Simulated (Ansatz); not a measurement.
# How NiO converges under other mixers and occupations

Aim: run NiO with the default SCF settings, then change one group of settings at a time and see what moves: the number of iterations, the state or the numbers. System: NiO, the deposited crystal structure (space group Fm-3m); the cell holds 2 atoms. Source: COD entry 4329323; the sample's temperature and pressure aren't taken into account.

Computed with Ansatz 0.2.0 (DFT PBE, PAW, plane waves, scalar-relativistic, unless a step's input says otherwise).

### Step 1. The starting structure

It takes space group Fm-3m (No. 225, cubic). The conventional cell has a = 4.179 Å, b = 4.179 Å, c = 4.179 Å, α = 90.00°, β = 90.00°, γ = 90.00°. O (site symmetry m-3m) has 6 Ni at 2.09 Å as nearest neighbours. Around Ni (site symmetry m-3m) lie 6 O at 2.09 Å.

As a file:

```cif
data_structure
_symmetry_space_group_name_H-M 'Fm-3m'
_symmetry_Int_Tables_number 225
_cell_length_a 4.1786
_cell_length_b 4.1786
_cell_length_c 4.1786
_cell_angle_alpha 90.000
_cell_angle_beta 90.000
_cell_angle_gamma 90.000
_cell_volume 72.96
loop_
_atom_site_label
_atom_site_type_symbol
_atom_site_symmetry_multiplicity
_atom_site_Wyckoff_symbol
_atom_site_fract_x
_atom_site_fract_y
_atom_site_fract_z
_atom_site_occupancy
O1 O 4 b 0.50000 0.00000 0.00000 1
Ni1 Ni 4 a 0.00000 0.00000 0.00000 1
```

In tables a label like Ni2 counts atoms in the order of input.yaml; a structure file may count by element.

Changes shown after the default run: direct minimisation; k-point mesh 4x4x4; Gaussian smearing, width 2.0 eV; fixed occupations; Broyden, β 0.5, preconditioner local Kerker; Anderson, β 0.5, history 4, no preconditioner; Broyden, β 0.7, preconditioner Resta; 1 band beyond the filled ones; linear mixing, β 0.05, no preconditioner.

The search for lower states is off throughout, and inputs that name a mixer don't switch to direct minimisation unless they say so. Spin polarisation is off.

### Step 2. Default SCF settings

The input, input.yaml:

```yaml
crystal:
  lattice:
    - [0.0, 2.0893, 2.0893]
    - [2.0893, 0.0, 2.0893]
    - [2.0893, 2.0893, 0.0]
  atoms:
    - { symbol: O, position: [0.5, 0.5, 0.5] }
    - { symbol: Ni, position: [0.0, 0.0, 0.0] }
hamiltonian:
  xc: pbe
  pseudopotentials: { kind: paw }
basis:
  ecutwfc: 420
kpoints:
  mp_grid: { grid: [8, 8, 8] }
scf:
  occupations: { method: fermi_dirac, width: 0.03 }
  lower_state_search: "off"
output:
  forces: true
  stress: true
  write_density: true
  write_potential: true
  elf: true
  volumetric_format: npy
```

On the command line:

```console
$ ansatz run input.yaml --threads 2 --pin off --max-ram 5120MiB --backend cpu --events-out ev --progress --plain --runs-dir out
```

**Question.** Each change named above is then made alone on this input. How many iterations does the default take, and what do the changes move? Wanted: largest shift of the free energy by occupations, cutoff, mesh or field.

**Answer**, as computed:

| quantity | value |
| --- | --- |
| default run | 6 iterations, with no gap on the k-mesh |
| fewest iterations to that state among the runs shown (an iteration of direct minimisation costs more) | 4 (direct minimisation) |
| most iterations to it | 61 (linear mixing, β 0.05, no preconditioner) |
| runs that end in another state, among changes of path alone | 0 |
| largest shift of the free energy by occupations, cutoff, mesh or field | -993 meV/atom (Gaussian smearing, width 2.0 eV) |

The default and the runs that change only the path, 7 in all, end in one state, in 4 to 61 iterations. Occupations, cutoff, mesh and fields change the problem that is solved, not just the path; the largest shift here is that of “Gaussian smearing, width 2.0 eV”. Other settings tried on this cell gave no result: linear mixing, β 0.9, no preconditioner (not converged after 80 iterations, cycles). Counts include iterations that the program adds to test a close, so a difference of one or two ranks nothing. The starting density is a sum of atomic densities corrected by a trained network, so it is already close to self-consistency. The lowest state has no gap; with open d or f shells and no U, that may be the functional's doing and not the compound's.
